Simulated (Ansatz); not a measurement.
# interstitial Cu in Si: molecular dynamics

The plan is to see whether the interstitial stays in its void or moves on. The start is relaxed first. Runs: 140 steps of 2 fs under a Langevin thermostat at 1200 K; 220 steps of 2 fs under a Nosé-Hoover thermostat at 1680 K. The host cell (diamond) has 16 atoms, cell charge +1; the extra atom is the last.

Program: Ansatz 0.2.0. Level of theory: DFT LDA, plane waves, PAW, scalar-relativistic, no spin polarisation. These are calculated values, not measurements.

## Step 1: Starting point

The cell holds 17 atoms (CuSi16): a = 7.679 Å, b = 7.679 Å, c = 7.679 Å, α = 60.00°, β = 60.00°, γ = 60.00°.

The coordinates stand in the first input below.

## Step 2: Preparing the start

Contents of input.yaml:

```yaml
crystal:
  lattice:
    - [0.0, 5.43, 5.43]
    - [5.43, 0.0, 5.43]
    - [5.43, 5.43, 0.0]
  atoms:
    - { symbol: Si, position: [0.0, 0.0, 0.0] }
    - { symbol: Si, position: [0.125, 0.125, 0.125] }
    - { symbol: Si, position: [0.0, 0.0, 0.5] }
    - { symbol: Si, position: [0.125, 0.125, 0.625] }
    - { symbol: Si, position: [0.0, 0.5, 0.0] }
    - { symbol: Si, position: [0.125, 0.625, 0.125] }
    - { symbol: Si, position: [0.0, 0.5, 0.5] }
    - { symbol: Si, position: [0.125, 0.625, 0.625] }
    - { symbol: Si, position: [0.5, 0.0, 0.0] }
    - { symbol: Si, position: [0.625, 0.125, 0.125] }
    - { symbol: Si, position: [0.5, 0.0, 0.5] }
    - { symbol: Si, position: [0.625, 0.125, 0.625] }
    - { symbol: Si, position: [0.5, 0.5, 0.0] }
    - { symbol: Si, position: [0.625, 0.625, 0.125] }
    - { symbol: Si, position: [0.5, 0.5, 0.5] }
    - { symbol: Si, position: [0.625, 0.625, 0.625] }
    - { symbol: Cu, position: [0.8775973, 0.8690399, 0.3706535] }
total_charge: 1
basis:
  ecutwfc: 420.0
kpoints:
  mp_grid: { grid: [2, 2, 2] }
hamiltonian:
  xc: lda
  pseudopotentials: { kind: paw, azcp: { folder: soft_1 } }
scf:
  occupations: { method: fermi_dirac, width: 0.05 }
  lower_state_search: "off"
relax:
  f_tol: 0.08
  max_steps: 25
  adjacent_minimum: "off"
output:
  write_density: true
  write_potential: true
  elf: true
  volumetric_format: npy
```

The run is started by

```bash
> ansatz run input.yaml --threads 1 --pin off --max-ram 3072MiB --backend cpu --events-out ev --progress --plain --runs-dir out
```

Standard output, shortened:

```text
Warning: <dir> the record states the generating functional pbe (its physics header spells it `PBE`), which answers neither for hamiltonian.xc's functional nor for the lda family's — results may be inconsistent (PPs are generated against a specific XC)
[...]
Warning: RAYON_NUM_THREADS=1 ignored (pool sized by the plan → 1); use --threads N
[...]
Pseudopotentials: kind: paw
Pseudopotential: Si, paw, valence charge 4, recommended cutoff 420 eV (normal), <dir>
Pseudopotential: Cu, paw, valence charge 19, recommended cutoff 420 eV (normal), <dir>
Functional definition: SPW92
[...]
Crystal: 17 atoms, lattice volume = 320.206 Å³
Basis set: ecut = 420 eV, 6231 PW (Γ)
Bands: 58, of which v1, the nominal top of the filled ones, is band 41 counted from 1 (40 counted from 0)
Symmetry: 1 space group operations
Space group: P1 (ITA 1), of the structure as read, at distance tolerance 6.8e-5 Å
k-points: 8
[...]
SCF iter   1: F=—  HF=-16301.157183 eV  |F-HF|=—  |Δ(HF+E_count)|=         —  Δρ=5.09e-2  dr2=9.98e0  ethr=3.10e-3  ⟨swp⟩=11.1  Hψ=2778  notcnv=0  defer=8
[...]
relax step   1: F+E_penalty+E_count = -16298.38088793 eV  Δ(F+E_penalty+E_count) = +0.000e0 eV  max|allowed force component| = 4.938e-1 eV/Å  Δτ_max = 0.0000 Å  (7 SCF iters, dr2 threshold 1.00e-4 eV, accepted)
[...]
relax step   6: F+E_penalty+E_count = -16298.46960826 eV  Δ(F+E_penalty+E_count) = -1.482e-2 eV  max|allowed force component| = 1.497e-1 eV/Å  Δτ_max = 0.1348 Å  (7 SCF iters, accepted)
[...]
relax step   7: F+E_penalty+E_count = -16298.47352581 eV  Δ(F+E_penalty+E_count) = -3.918e-3 eV  max|allowed force component| = 1.245e-1 eV/Å  Δτ_max = 0.0971 Å  (6 SCF iters, dr2 threshold 2.24e-5 eV, accepted)
```

## Step 3: The log goes on: start relaxed

The log, continued:

```text
preconditioner: auto → Resta (q_TF=auto, 2.174 Å⁻¹)  ε∞=6.3  [insulator: Δε(μ)=0.167 eV  Ē_g=7.747 eV  σ=0.050 eV  W_gap=0.68  n_scr=58 (ndim 8)  ℏωp=17.9 eV  f_vac=0.000  D(μ)=1.48/eV (n_scr^D=0)  ε∞_Penn≈6.3]
  Residual-converged pass: ⟨swp⟩=1.0  Hψ=496  notcnv=0  max |occ|·‖R‖ = 7.0e-9 eV (tolerance 1.0e-8 eV)  dr2=1.61e-6  dr2_onsite=4.19e-7  max |Δocc| = 8.2e-15
relax step   8: F+E_penalty+E_count = -16298.48534529 eV  Δ(F+E_penalty+E_count) = -1.182e-2 eV  max|allowed force component| = 1.960e-1 eV/Å  Δτ_max = 0.2000 Å  (6 SCF iters, dr2 threshold 1.07e-5 eV, accepted)
preconditioner: auto → Kerker (q_TF=auto, 2.174 Å⁻¹)  [metal: Δε(μ)=0.072 eV  Ē_g=7.755 eV  σ=0.050 eV  W_gap=0.34  n_scr=58 (ndim 8)  ℏωp=17.9 eV  f_vac=0.000  D(μ)=2.42/eV (n_scr^D=14)]
relax step   9: F+E_penalty+E_count = -16298.51237272 eV  Δ(F+E_penalty+E_count) = -2.703e-2 eV  max|allowed force component| = 1.002e-1 eV/Å  Δτ_max = 0.2000 Å  (7 SCF iters, dr2 threshold 2.66e-5 eV, accepted)
preconditioner: auto → Kerker (q_TF=auto, 2.174 Å⁻¹)  [metal: Δε(μ)=0.029 eV  Ē_g=7.770 eV  σ=0.050 eV  W_gap=0.15  n_scr=58 (ndim 8)  ℏωp=17.9 eV  f_vac=0.000  D(μ)=2.72/eV (n_scr^D=14)]
relax step  10: F+E_penalty+E_count = -16298.51773619 eV  Δ(F+E_penalty+E_count) = -5.363e-3 eV  max|allowed force component| = 7.272e-2 eV/Å  Δτ_max = 0.0680 Å  (8 SCF iters, accepted)
NSCF: frozen V_eff on 8 k-points
the band table was solved once a step of the walk had ended and its energy, with any forces and stress, was formed, with the checks that follow a solve (2762 applications of the Hamiltonian). They found nothing against the state; the energy, forces and stress were not computed again (output.eigenvalues in the input reference)
Free energy (F): -16298.517736 eV
Harris-Foulkes:  -16298.517736 eV  (|F-HF|=1.06e-8)
Internal energy: -16298.497834 eV  (E = F + TS)
E sigma→0 (E₀):  -16298.507785 eV
Entropy (-TS):   -0.019902 eV (-1.171 meV/atom)
Fermi energy:    6.937847 eV
--- Per-component energies (eV) ---
  E_band       = -463.831710
[...]
  E_kinetic    = 912.440528
  E_local      = -8338.020528  (includes V_loc(G=0)·N_el)
  E_nonlocal   = 1271.350208
  E_hartree    = 3658.406720
  E_xc         = -957.814073
  E_vxc        = -849.233262  (∫ρ·V_xc dr)
  E_paw        = -9506.366479  (= ΣΔE_a)
  E_vpaw       = -777.172541  (= ΣTr[D̂ρ^β])
  E_aug_tail   = 0.001433  (compensation charges beyond the density's cutoff)
  E_ewald      = -3340.294599
  E_core_change = 1.798954  (= ΣΔE_core)
  E_smearing   = -0.019902  (= −TS)
  E_closure    = 0.000000  (closes the sum)
  E_deformation_potential = 13.381798  (in the stress; not in F)
  Σ components = -16298.517736   (vs F -16298.517736, Δ=0.00e0)
--- Forces (eV/Å), atoms counted from 1 ---
  atom   1  Si    -0.01010536    -0.01903371     0.07272328
  atom   2  Si     0.00330990    -0.01376364    -0.01298844
  atom   3  Si     0.01783443     0.03827694     0.01679320
  atom   4  Si    -0.00025940    -0.02177147     0.00081006
  atom   5  Si    -0.00239089     0.01480632     0.00842440
  atom   6  Si    -0.04242961     0.00430984    -0.03005401
  atom   7  Si     0.00148034     0.01361261     0.01237204
  atom   8  Si     0.00187269    -0.00601556    -0.00240751
  atom   9  Si     0.01360199     0.00563324     0.01270884
  atom  10  Si    -0.01309426    -0.02302663    -0.01760148
  atom  11  Si     0.06346033    -0.01222130    -0.01199115
  atom  12  Si    -0.01363713    -0.01424467     0.00485993
  atom  13  Si    -0.00001931     0.00951060     0.00028330
  atom  14  Si    -0.00370227    -0.01274889    -0.00124764
  atom  15  Si     0.00770540     0.01330089    -0.00229390
  atom  16  Si    -0.02492060     0.00807882    -0.04739042
  atom  17  Cu     0.00129967     0.01527660    -0.00299030
  max |Σ_I F_I| component: 2.00e-5 eV/Å
--- Band table (eV; the first three rows and the last of 8) ---
  k-point 0: bands = ["-106.0469", "-63.9479", "-63.9424", "-63.7249", "-5.3902", "-3.0330", "-2.9943", "-2.9919", "-2.9253", "-1.4838", "-1.2564", "-1.2479", "-1.1714", "-1.1623", "-1.1593", "-0.6419", "-0.2968", "-0.2945", "-0.2888", "2.3571", "2.3690", "2.6310", "2.7114", "2.7208", "3.6310", "3.6393", "3.9838", "4.0152", "4.1070", "4.1121", "5.4817", "5.4893", "5.4918", "5.5694", "5.5732", "5.6825", "5.8118", "5.8295", "6.2474", "6.7189", "6.9215", "6.9601", "7.0968", "7.4221", "7.4292", "7.5532", "7.5701", "8.0782", "8.1121", "8.2935", "8.3033", "8.9631", "8.9823", "9.3672", "9.7245", "9.8413", "9.8444", "9.8510"]
  k-point 1: bands = ["-106.0469", "-63.9479", "-63.9424", "-63.7249", "-4.7009", "-4.4531", "-2.8183", "-2.7446", "-2.6210", "-2.5253", "-2.4980", "-2.4397", "-0.0565", "-0.0443", "0.1015", "0.1956", "0.3701", "0.4276", "1.6220", "2.3615", "2.4307", "2.5546", "2.5672", "2.7183", "2.9126", "3.0329", "3.1301", "3.1588", "3.3561", "3.6577", "4.0096", "4.3422", "4.5796", "4.6086", "4.6343", "4.7644", "4.8836", "5.9574", "6.0076", "6.0277", "6.1706", "7.4001", "7.9355", "8.0193", "8.1624", "8.2666", "8.3037", "8.6262", "8.6956", "9.9681", "10.1068", "10.3572", "10.3936", "10.7318", "10.8097", "11.0870", "11.1064", "11.1091"]
  k-point 2: bands = ["-106.0469", "-63.9479", "-63.9424", "-63.7249", "-4.7018", "-4.4532", "-2.8152", "-2.7435", "-2.6203", "-2.5239", "-2.4988", "-2.4400", "-0.0670", "-0.0521", "0.1006", "0.2022", "0.3739", "0.4215", "1.6147", "2.3539", "2.4469", "2.5554", "2.5671", "2.7187", "2.9145", "3.0422", "3.1382", "3.1643", "3.3620", "3.6605", "4.0237", "4.3309", "4.5718", "4.6065", "4.6336", "4.7605", "4.8818", "5.9641", "6.0013", "6.0275", "6.1567", "7.3841", "7.9450", "8.0195", "8.1615", "8.2610", "8.3064", "8.6236", "8.6927", "9.9777", "10.1023", "10.3535", "10.3849", "10.7246", "10.8059", "11.0931", "11.1117", "11.1140"]
  k-point 7: bands = ["-106.0469", "-63.9479", "-63.9424", "-63.7249", "-4.7789", "-4.3681", "-2.7231", "-2.7213", "-2.6761", "-2.5357", "-2.4755", "-2.4746", "-0.2841", "0.0134", "0.0198", "0.1893", "0.3991", "0.4073", "2.2312", "2.2466", "2.3427", "2.6078", "2.6156", "2.6185", "2.8076", "3.0923", "3.1685", "3.1727", "3.6323", "3.6330", "3.6413", "4.3023", "4.3055", "4.5312", "4.6712", "4.6767", "4.7615", "6.0273", "6.0333", "6.3486", "6.3854", "7.3344", "7.8403", "8.2399", "8.2536", "8.4051", "8.4074", "8.5396", "8.7282", "9.6975", "9.7174", "10.2989", "10.3183", "10.3273", "11.0862", "11.0905", "11.1304", "11.1911"]
--- Relaxed structure (10 steps of the walk, 10 accepted, 0 SCFs on fresh bases) ---
  F+E_penalty+E_count = -16298.51773619 eV   max|allowed force component| = 7.272e-2 eV/Å
  atoms:
    - { symbol: Si, position: [0.008467140181076678, 0.008955898592915379, -0.013730396918010559] }
    - { symbol: Si, position: [0.1305727366982371, 0.12991510927662975, 0.11645019825228528] }
    - { symbol: Si, position: [-0.010047636997099115, -0.009489159958517254, 0.48946579460564144] }
    - { symbol: Si, position: [0.11597968535043306, 0.1113697348864408, 0.6158822831604921] }
    - { symbol: Si, position: [0.008813184880860359, 0.5033733021265092, 0.002250897737458568] }
    - { symbol: Si, position: [0.1390251443801196, 0.6228970071672754, 0.12485407997954362] }
    - { symbol: Si, position: [0.009824407568417931, 0.48259787887481664, 0.5100623185629034] }
    - { symbol: Si, position: [0.1295868178433099, 0.6168015009063945, 0.6292475135654889] }
    - { symbol: Si, position: [0.5035079622720384, 0.008412279920105126, 0.002934810810538535] }
    - { symbol: Si, position: [0.6238288672834617, 0.14044239566880667, 0.12297613461126045] }
    - { symbol: Si, position: [0.4863938324073279, 0.009863310918356377, 0.5074895560250151] }
    - { symbol: Si, position: [0.6169059272038901, 0.1300117727379816, 0.6300428333513057] }
    - { symbol: Si, position: [0.5111571394038363, 0.5132280629049113, 0.01046911145803886] }
    - { symbol: Si, position: [0.6357831098819491, 0.6350434823214164, 0.13537114035609887] }
    - { symbol: Si, position: [0.5025829307730587, 0.5034542651216289, 0.5083571126458164] }
    - { symbol: Si, position: [0.6246672475370486, 0.6236956621704409, 0.6383371592887863] }
    - { symbol: Cu, position: [0.840548803332034, 0.8384673963638886, 0.3401929525073374] }
```

Wall time 66 s (1 thread of Arm Neoverse V2, shared host); peak memory 0.52 GiB.

The steps of the relaxation:

```tsv
step	energy from step 1 (eV/cell)	largest force component (eV/Å)
1	0.0000	0.4938
2	-0.0646	0.1777
3	-0.0713	0.0295
4	-0.0725	0.0251
5	-0.0739	0.0880
6	-0.0887	0.1497
7	-0.0926	0.1245
8	-0.1045	0.1960
9	-0.1315	0.1002
10	-0.1368	0.0727
```

Step 1 is the start.

The atom that moved most is Cu17, by 0.62 Å.

## Step 4: Run 1

140 steps of 2 fs under a Langevin thermostat at 1200 K, from the relaxed start.

Contents of input.yaml:

```yaml
crystal:
  lattice:
    - [0.0, 5.43, 5.43]
    - [5.43, 0.0, 5.43]
    - [5.43, 5.43, 0.0]
  atoms:
    - { symbol: Si, position: [0.00846714, 0.0089559, -0.0137304] }
    - { symbol: Si, position: [0.13057274, 0.12991511, 0.1164502] }
    - { symbol: Si, position: [-0.01004764, -0.00948916, 0.48946579] }
    - { symbol: Si, position: [0.11597969, 0.11136973, 0.61588228] }
    - { symbol: Si, position: [0.00881318, 0.5033733, 0.0022509] }
    - { symbol: Si, position: [0.13902514, 0.62289701, 0.12485408] }
    - { symbol: Si, position: [0.00982441, 0.48259788, 0.51006232] }
    - { symbol: Si, position: [0.12958682, 0.6168015, 0.62924751] }
    - { symbol: Si, position: [0.50350796, 0.00841228, 0.00293481] }
    - { symbol: Si, position: [0.62382887, 0.1404424, 0.12297613] }
    - { symbol: Si, position: [0.48639383, 0.00986331, 0.50748956] }
    - { symbol: Si, position: [0.61690593, 0.13001177, 0.63004283] }
    - { symbol: Si, position: [0.51115714, 0.51322806, 0.01046911] }
    - { symbol: Si, position: [0.63578311, 0.63504348, 0.13537114] }
    - { symbol: Si, position: [0.50258293, 0.50345427, 0.50835711] }
    - { symbol: Si, position: [0.62466725, 0.62369566, 0.63833716] }
    - { symbol: Cu, position: [0.8405488, 0.8384674, 0.34019295] }
total_charge: 1
basis:
  ecutwfc: 420.0
kpoints:
  mp_grid: { grid: [2, 2, 2] }
hamiltonian:
  xc: lda
  pseudopotentials: { kind: paw, azcp: { folder: soft_1 } }
scf:
  occupations: { method: fermi_dirac, width: 0.05 }
  lower_state_search: "off"
md:
  timestep: 2
  n_steps: 140
  ensemble: nvt_langevin
  temperature: 1200.0
  initial_velocities: maxwell_boltzmann
  seed: 572638
  friction: 0.02
```

The run is started by

```bash
> ansatz run input.yaml --threads 1 --pin off --max-ram 3072MiB --backend cpu --events-out ev --progress --plain --runs-dir out
```

Standard output, shortened:

```text
Warning: md: disabling space-group detection — thermal motion breaks the input geometry's symmetry, so no spatial operation reduces the k-mesh or symmetrises the density; time reversal is kept, so that k and −k are solved as one point where they differ and the mesh holds both, and exact [...]
Warning: <dir> the record states the generating functional pbe (its physics header spells it `PBE`), which answers neither for hamiltonian.xc's functional nor for the lda family's — results may be inconsistent (PPs are generated against a specific XC)
[...]
Warning: RAYON_NUM_THREADS=1 ignored (pool sized by the plan → 1); use --threads N
[...]
[... 1 set-up line as earlier in the session ...]
[...]
md step     0: t =     0.00 fs  T =  1129.4 K  F+E_penalty+E_count = -16298.51773619 eV  E_kin = 2.481792 eV  (11 SCF iters)
[...]
md step     6: t =    12.00 fs  T =   723.3 K  F+E_penalty+E_count = -16297.36142000 eV  E_kin = 1.589297 eV  (5 SCF iters)
[...]
md step    12: t =    24.00 fs  T =   555.4 K  F+E_penalty+E_count = -16296.59044030 eV  E_kin = 1.220374 eV  (5 SCF iters)
[...]
md step    18: t =    36.00 fs  T =  1029.0 K  F+E_penalty+E_count = -16297.33158576 eV  E_kin = 2.261203 eV  (5 SCF iters)
[...]
md step    24: t =    48.00 fs  T =   918.6 K  F+E_penalty+E_count = -16297.16477478 eV  E_kin = 2.018551 eV  (7 SCF iters)
md step    25: t =    50.00 fs  T =   759.4 K  F+E_penalty+E_count = -16297.04241973 eV  E_kin = 1.668630 eV  (5 SCF iters)
```

## Step 5: The output, continued: dynamics from the start

The log, continued, shortened:

```text
md step    26: t =    52.00 fs  T =   865.0 K  F+E_penalty+E_count = -16296.90333536 eV  E_kin = 1.900776 eV  (5 SCF iters)
[...]
md step    41: t =    82.00 fs  T =  1006.6 K  F+E_penalty+E_count = -16296.79550865 eV  E_kin = 2.211904 eV  (6 SCF iters)
[...]
md step    56: t =   112.00 fs  T =  1133.3 K  F+E_penalty+E_count = -16296.95555751 eV  E_kin = 2.490361 eV  (6 SCF iters)
[...]
  atom   4  Si    -0.19574521    -0.99693436     0.62939349
  atom   5  Si     0.83975120    -1.37526129     0.54266410
  atom   6  Si    -0.78689222    -0.69780921     0.64236264
  atom   7  Si     0.69940268     0.24422666    -1.27245427
  atom   8  Si     0.53847510    -0.74298626    -0.27073938
[...]
--- Band table (eV; the first three rows and the last of 8) ---
[...]
--- MD trajectory: 140 steps, t = 0.0 → 280.0 fs ---
  final state: T = 1607.2 K   F+E_penalty+E_count = -16295.83275647 eV   E_kin = 3.531715 eV
```

Wall time 12 min (1 thread of Arm Neoverse V2, shared host); peak memory 0.59 GiB.

## Step 6: What the atoms did

One step in 6; energies are changes from step 0; msd is the mean square displacement from the start, the centre of mass held:

```tsv
time (fs)	T (K)	potential energy change (meV/atom)	msd Si (Å²)	msd Cu (Å²)
0.0	1129	0.0	0.000	0.000
12.0	723	68.0	0.012	0.005
24.0	555	113.4	0.026	0.012
36.0	1029	69.8	0.033	0.015
48.0	919	79.6	0.047	0.014
60.0	547	120.9	0.060	0.007
72.0	727	116.5	0.063	0.003
84.0	1049	100.5	0.053	0.015
96.0	1319	88.2	0.043	0.027
108.0	1193	98.2	0.037	0.029
120.0	1125	83.1	0.033	0.038
132.0	1416	76.0	0.036	0.052
144.0	1090	137.9	0.046	0.046
156.0	850	168.4	0.050	0.030
168.0	1333	110.8	0.055	0.025
180.0	924	111.5	0.062	0.030
192.0	890	119.5	0.067	0.046
204.0	1275	126.9	0.069	0.058
216.0	1067	147.9	0.075	0.065
228.0	1319	171.1	0.089	0.069
240.0	998	187.3	0.097	0.062
252.0	1232	157.0	0.083	0.064
264.0	1522	125.4	0.066	0.067
276.0	1402	140.7	0.062	0.063
280.0	1607	157.9	0.062	0.073
```

time (fs), T (K) and a bar:
```
      0.0       1129 ################
     12.0        723 #####
     24.0        555 
     36.0       1029 ##############
     48.0        919 ###########
     60.0        547 
     74.0        811 #######
     86.0       1013 #############
     98.0       1303 #####################
    110.0       1034 ##############
    122.0       1131 #################
    134.0       1328 ######################
    146.0        980 ############
    158.0        869 #########
    170.0       1219 ###################
    182.0        951 ###########
    194.0       1207 ###################
    206.0       1256 ####################
    220.0       1253 ####################
    232.0       1190 ##################
    244.0        966 ############
    256.0       1444 #########################
    268.0       1498 ###########################
    280.0       1607 ##############################
```

Pair distribution over the second half of the run:

```tsv
r (Å)	g Si–Si	g Si–Cu
0.68	0.00	0.00
0.84	0.00	0.00
1.00	0.00	0.00
1.16	0.00	0.00
1.32	0.00	0.00
1.48	0.00	0.00
1.64	0.00	0.00
1.80	0.00	0.00
1.96	0.01	0.00
2.12	0.59	0.90
2.28	3.28	3.89
2.44	2.90	4.69
2.60	0.68	1.42
2.76	0.07	0.59
2.92	0.03	0.75
3.08	0.06	0.62
```

First peaks of g(r) (not always the tallest), and, where a minimum follows, the mean number of second-named atoms round a first-named one up to the next minimum:

```tsv
pair	peak (Å)	height	minimum (Å)	neighbours
Si–Si	2.36	3.7	2.84	4.0
Si–Cu	2.36	5.0	2.84	0.4
```

[end of part 1 of 2]
